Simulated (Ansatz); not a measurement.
# Ti: the cost of one run

Computed with Ansatz 0.2.0 (DFT LDA, scalar-relativistic, unless a step's input says otherwise).

## Step 1: The structure to begin with

It takes space group Fm-3m (No. 225, cubic). The conventional cell has a = 4.060 Å, b = 4.060 Å, c = 4.060 Å, α = 90.00°, β = 90.00°, γ = 90.00°. Around Ti (site symmetry m-3m) lie 12 Ti at 2.87 Å.

Structure file:

```
CELL_PARAMETERS angstrom
0.00000 2.03000 2.03000
2.03000 0.00000 2.03000
2.03000 2.03000 0.00000
ATOMIC_POSITIONS crystal
Ti 0.00000 0.00000 0.00000
```

## Step 2: The deformed structure

Space group Fm-3m before, R-3m after.

## Step 3: Full-potential LAPW

The input, input.yaml:

```yaml
crystal:
  lattice:
    - [0.0203, 2.04015, 2.04015]
    - [2.04015, 0.0203, 2.04015]
    - [2.04015, 2.04015, 0.0203]
  atoms:
    - { symbol: Ti, position: [0.0, 0.0, 0.0] }
kpoints:
  mp_grid: { grid: [14, 14, 14] }
  band_path:
    path:
      - [0.0, 0.0, 0.0]
      - [0.5, 0.5, 0.5]
      - [0.247543133, 0.5, 0.752456867]
      - [-0.247543133, 0.247543133, 0.5]
      - [0.0, 0.0, 0.5]
      - [0.0, 0.0, 0.0]
      - [-0.3737715665, 0.0, 0.3737715665]
      - [0.0, 0.3737715665, 0.6262284335]
      - [0.0, 0.5, 0.5]
    npoints: 5
scf:
  occupations: { method: fermi_dirac, width: 0.05 }
hamiltonian:
  xc: lda
  pseudopotentials: { kind: all_electron, lapw: { basis_error: 0.00025 } }
output:
  forces: true
  stress: true
  eigenvalues: true
```

Run with:

```sh
$ ansatz run input.yaml --threads 1 --pin off --max-ram 3072MiB --backend cpu --events-out ev --progress --plain --runs-dir out
```

What time and memory should one allow on 1 thread of Arm Neoverse V2, shared host?

About 14 s, with a peak of 0.39 GiB.
